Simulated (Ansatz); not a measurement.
Hf2Pd2Se2Br2O3:

```
Hf Pd Se Br O
1.0
     5.76069    0.00496   -0.00286
    -0.52750    5.84664    0.03413
    -1.48435   -0.92642    6.64586
Hf Pd Se Br O
2 2 2 2 3
Cartesian
  3.5658 1.9949 2.3367
  0.5362 2.1009 3.9624
  3.9042 -0.0043 5.6409
  0.4456 4.9498 2.4142
  2.0523 1.4944 6.2402
  2.4066 4.0824 3.5487
  4.1617 5.6554 1.0519
  -0.4152 4.0015 5.7576
  4.5038 1.1491 3.9299
  1.7546 1.0574 2.7229
  -0.4225 3.0696 2.4575
```

The cell was built by a generator and needn't be a form met in nature.

Base run:

* Program: Ansatz 0.2.0
* Functional: PBE
* Potentials or basis: all-electron LAPW, scalar-relativistic
* Cutoff: 420 eV (chosen from the basis error)
* Basis error allowed: 0.002 eV/atom
* k mesh: 4 × 4 × 3
* Occupations: fermi-dirac, width 0.05 eV
* Spin: no spin polarisation

Its results: band gap on the k mesh 0.22 eV, indirect (least direct gap 0.35 eV); pressure 0.0 GPa; largest force 0.010 eV/Å.

Question: The run is repeated on the same cell with these changes: functional from PBE to RPBE. What comes out?

Answer: Band gap on the k mesh 0.25 eV, indirect (least direct gap 0.37 eV); pressure 2.8 GPa; largest force 0.136 eV/Å.

RPBE binds less tightly than PBE, so the same cell stands under more pressure.

Caveats: spin-orbit coupling is left out, which moves the levels of the heavy elements.

A k mesh can miss the band edges.
